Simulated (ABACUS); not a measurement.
The system is NaLaMnMoO6.

```
Na La Mn Mo O
1.0
     0.00000    3.86259    3.86259
     3.86259    0.00000    3.86259
     3.86259    3.86259    0.00000
Na La Mn Mo O
1 1 1 1 6
Direct
  0.25000 0.25000 0.25000
  0.75000 0.75000 0.75000
  0.50000 0.50000 0.50000
  0.00000 0.00000 0.00000
  0.74662 0.25338 0.25338
  0.25338 0.25338 0.74662
  0.25338 0.74662 0.25338
  0.74662 0.25338 0.74662
  0.74662 0.74662 0.25338
  0.25338 0.74662 0.74662
```

The cell was built by a generator and needn't be a form met in nature.

Base run:

```yaml
Program: ABACUS 3.10.1
Functional: PBE
Potentials_or_basis: PseudoDojo NC SR 0.4.1 PBE standard
Cutoff: 1510 eV
Density_cutoff: 6041 eV
Basis: plane waves
k_mesh: 6 × 6 × 6
Occupations: fermi-dirac, width 0.05 eV
Spin: collinear spin, ferromagnetic start
Starting_moments: "[0.0, 0.0, 4.0, 1.0, 0.0, 0.0, 0.0, 0.0, 0.0, 0.0] μB"
```

Its results: band gap on the k mesh none (metal or under the smearing width); pressure 0.1 GPa; net moment 1.29 μB per cell; largest force 0.041 eV/Å.

The run is repeated on the same cell with these changes: basis from plane waves to DZP LCAO (the cutoffs set its grid). What comes out?

Band gap on the k mesh none (metal or under the smearing width); pressure 1.6 GPa; net moment 1.27 μB per cell; site moments Na +0.00; La -0.05; Mn +2.24; Mo -0.91; O -0.01, +0.02, +0.01 μB; largest force 0.081 eV/Å.

Caveats: a cell with one magnetic atom can't hold antiferromagnetic order, which such compounds often take; semilocal functionals often make such compounds metallic where correlation or magnetic order opens a gap, which also shifts bond lengths; there are fewer bands than atomic start orbitals, so a level may be missed at k points of high symmetry (some runs); the atomic orbitals were generated for these runs and aren't a published set (some runs); the basis of atomic orbitals isn't converged, which shifts pressures, moduli and gaps (some runs).

Not every run made on this cell is shown here.
